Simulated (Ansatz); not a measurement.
# C₂H₆SSi₂: up Jacob's ladder to CCSD(T)

An exercise on one series of results from a longer session: the logs are not shown, and one member is left open.

The runs use Ansatz 0.2.0, Gaussian basis; functionals in def2-TZVPP, the program's frozen cores in correlated methods.

Levels to be run: PBE-D4, r2SCAN-D4, PBE0-D4, B3LYP-D4, ωB97X-V, ωB97M-V, B2PLYP; CCSD(T)/def2-TZVPP; MP2/def2-QZVPP; extrapolation to the limit.

## The geometry

The geometry comes from an earlier relaxation with PBE0-D4 in a triple-zeta def2 set; it is a stationary point, not always the lowest conformer.

SMILES `C#C[SiH2]S[SiH3]`, 11 atoms, charge 0, spin multiplicity 1.

Atoms are counted from 1 here; the program's logs count them from 0.

Bond lengths: C1–C2 1.206 Å, C1–H6 1.066 Å, C2–Si3 1.822 Å, Si3–S4 2.131 Å, Si3–H7 1.482 Å, Si3–H8 1.481 Å, S4–Si5 2.142 Å, Si5–H9 1.482 Å, Si5–H10 1.483 Å, Si5–H11 1.485 Å. Angles: C2–C1–H6 179.7°, C1–C2–Si3 178.1°, C2–Si3–S4 110.8°, C2–Si3–H7 108.0°, C2–Si3–H8 110.0°, S4–Si3–H7 110.9°, S4–Si3–H8 106.5°, H7–Si3–H8 110.6°, Si3–S4–Si5 97.8°, S4–Si5–H9 111.4°, S4–Si5–H10 106.2°, S4–Si5–H11 109.9°, H9–Si5–H10 109.7°, H9–Si5–H11 109.5°, H10–Si5–H11 110.2°.

Set-up of the first run:

in.yaml

```yaml
crystal:
  periodic: [false, false, false]
  atoms:
    - {symbol: C, position_ang: [0.074571, 1.251263, 2.179228]}
    - {symbol: C, position_ang: [0.095174, 0.183581, 1.618304]}
    - {symbol: Si, position_ang: [0.124312, -1.399210, 0.717072]}
    - {symbol: S, position_ang: [-1.069450, -1.288435, -1.044431]}
    - {symbol: Si, position_ang: [-0.216092, 0.498326, -1.861507]}
    - {symbol: H, position_ang: [0.055535, 2.192591, 2.679629]}
    - {symbol: H, position_ang: [1.534357, -1.709175, 0.381982]}
    - {symbol: H, position_ang: [-0.459892, -2.470668, 1.555458]}
    - {symbol: H, position_ang: [-0.830684, 1.710385, -1.269328]}
    - {symbol: H, position_ang: [-0.491578, 0.458370, -3.318241]}
    - {symbol: H, position_ang: [1.249049, 0.516171, -1.617565]}
basis:
  gaussian: {orbitals: def2-TZVPP}
hamiltonian: {xc: pbe, dispersion: d4}
output: {forces: true, orbitals: {seedname: orbitals}}
```

The run is started by

```bash
> ansatz run in.yaml --threads 4 --pin off --events-out ev --progress --plain --max-ram 10444MiB
```

Among the steps run: PBE-D4 (GGA); r2SCAN-D4 (meta-GGA); PBE0-D4 (hybrid); B3LYP-D4 (hybrid); ωB97X-V (range-separated); ωB97M-V (range-separated); B2PLYP (double hybrid); CCSD(T) in def2-TZVPP; MP2 in def2-QZVPP.

One of the session's tables, all rows but one given; the rest of the session is left out.

```
            method  atomisation energy (eV)
            PBE-D4                   40.708
         r2SCAN-D4                   40.446
           PBE0-D4                   40.235
          B3LYP-D4                   40.272
           ωB97X-V                   40.559
           ωB97M-V                   40.513
            B2PLYP                   39.846
     HF/def2-TZVPP                        ?
    MP2/def2-TZVPP                   39.835
   CCSD/def2-TZVPP                   38.619
CCSD(T)/def2-TZVPP                   39.264
           MP2/CBS                   40.994
       CCSD(T)/CBS                   40.423
```

**Question.** Estimate the row for HF/def2-TZVPP.

The run gave: atomisation energy (eV): 29.955. In the column «atomisation energy (eV)» it is the lowest.
